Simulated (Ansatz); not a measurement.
# CH3F4MoN: a ladder of functionals and wavefunction methods

The task here is to estimate one member of a computed series from the others.

Method: functionals in def2-TZVPP, the program's frozen cores in correlated methods; program: Ansatz 0.2.0, Gaussian basis.

The runs, in order: LDA (SPW92), PBE-D4, revPBE-D4, BLYP-D4, r2SCAN-D4, B97M-V, PBE0-D4, B3LYP-D4, r2SCANh-D4, r2SCAN0-D4, HSE06-D4, BHLYP-D4, CAM-B3LYP-D4, LC-ωPBE, ωB97X-V, ωB97M-V, B2PLYP, PBE-QIDH; CCSD(T)/def2-SVP; MP2/def2-TZVPP; MP2/def2-QZVPP; RPA on PBE.

### The relaxed structure

An earlier PBE0-D4 in a triple-zeta def2 set relaxation fixed the geometry. Mo takes the def2 core potential; no spin-orbit term is included.

SMILES `C[N]=[Mo]([F])([F])([F])[F]`, 10 atoms, charge 0, spin multiplicity 1.

Atoms are counted from 1 here; the program's logs count them from 0.

Bond lengths: C1–N2 1.414 Å, C1–H8 1.093 Å, C1–H9 1.093 Å, C1–H10 1.093 Å, N2–Mo3 1.673 Å, Mo3–F4 1.853 Å, Mo3–F5 1.853 Å, Mo3–F6 1.853 Å, Mo3–F7 1.853 Å. Angles: N2–C1–H8 109.6°, N2–C1–H9 109.6°, N2–C1–H10 109.6°, H8–C1–H9 109.3°, H8–C1–H10 109.3°, H9–C1–H10 109.3°, C1–N2–Mo3 179.6°, N2–Mo3–F4 104.0°, N2–Mo3–F5 103.8°, N2–Mo3–F6 104.1°, N2–Mo3–F7 104.0°, F4–Mo3–F5 86.7°, F4–Mo3–F6 86.7°, F4–Mo3–F7 152.1°, F5–Mo3–F6 152.1°, F5–Mo3–F7 86.7°, F6–Mo3–F7 86.6°.

Geometry (Å):

```csv
atom,x (Å),y (Å),z (Å)
C1,0.4149,-1.7100,-0.0568
N2,0.0845,-0.3357,-0.0056
Mo3,-0.3014,1.2913,0.0450
F4,-2.1431,1.3203,-0.1581
F5,-0.2052,1.8248,-1.7270
F6,-0.6029,1.6268,1.8425
F7,1.3343,2.1316,0.2744
H8,-0.4343,-2.3053,0.2892
H9,1.2785,-1.9045,0.5847
H10,0.6579,-1.9904,-1.0853
```

Set-up of the first run:

File in.yaml:

```yaml
crystal:
  periodic: [false, false, false]
  atoms:
    - {symbol: C, position_ang: [0.414896, -1.710048, -0.056849]}
    - {symbol: N, position_ang: [0.084497, -0.335733, -0.005625]}
    - {symbol: Mo, position_ang: [-0.301371, 1.291314, 0.045032]}
    - {symbol: F, position_ang: [-2.143055, 1.320281, -0.158103]}
    - {symbol: F, position_ang: [-0.205188, 1.824767, -1.726991]}
    - {symbol: F, position_ang: [-0.602922, 1.626775, 1.842472]}
    - {symbol: F, position_ang: [1.334280, 2.131630, 0.274372]}
    - {symbol: H, position_ang: [-0.434307, -2.305271, 0.289150]}
    - {symbol: H, position_ang: [1.278457, -1.904468, 0.584708]}
    - {symbol: H, position_ang: [0.657912, -1.990448, -1.085265]}
basis:
  gaussian: {orbitals: def2-TZVPP}
hamiltonian: {xc: lda}
output: {orbitals: {seedname: orbitals}}
```

Command:

```console
$ ansatz run in.yaml --threads 4 --pin off --events-out ev --progress --plain --max-ram 11315MiB
```

Among the steps run: LDA; PBE-D4 (GGA); revPBE-D4 (GGA); BLYP-D4 (GGA); r2SCAN-D4 (meta-GGA); B97M-V (meta-GGA); PBE0-D4 (hybrid); B3LYP-D4 (hybrid); r2SCANh-D4 (hybrid); r2SCAN0-D4 (hybrid); HSE06-D4 (hybrid); BHLYP-D4 (hybrid); CAM-B3LYP-D4 (range-separated); LC-ωPBE (range-separated); ωB97X-V (range-separated); ωB97M-V (range-separated); B2PLYP (double hybrid); PBE-QIDH (double hybrid).

One of the session's tables, all rows but one given; the rest of the session is left out.

It belongs to the step «Frontier levels by functional». 

| functional | HOMO (eV) | LUMO (eV) | gap (eV) |
| --- | --- | --- | --- |
| LDA (SPW92) | -8.10 | -4.73 | 3.37 |
| PBE-D4 | -7.90 | -4.47 | 3.43 |
| revPBE-D4 | -7.82 | -4.37 | 3.45 |
| BLYP-D4 | -7.81 | -4.40 | 3.41 |
| r2SCAN-D4 | -8.27 | -4.52 | 3.75 |
| B97M-V | -8.35 | -4.50 | 3.85 |
| PBE0-D4 | -9.48 | -3.76 | 5.73 |
| B3LYP-D4 | -9.24 | -4.01 | 5.24 |
| r2SCANh-D4 | -8.86 | -4.23 | 4.62 |
| r2SCAN0-D4 | -9.74 | -3.77 | 5.96 |
| HSE06-D4 | -9.08 | -4.14 | 4.94 |
| BHLYP-D4 | -10.96 | -2.84 | 8.12 |
| CAM-B3LYP-D4 | -10.90 | -2.64 | 8.27 |
| LC-ωPBE | -12.19 | -1.36 | 10.83 |
| ωB97X-V | ? | ? | ? |
| ωB97M-V | -11.78 | -1.47 | 10.31 |

Estimate the missing values for ωB97X-V.

As computed: HOMO (eV): -11.85; LUMO (eV): -1.45; gap (eV): 10.40. In the column «HOMO (eV)» it lies between LC-ωPBE (-12.19) and ωB97M-V (-11.78).
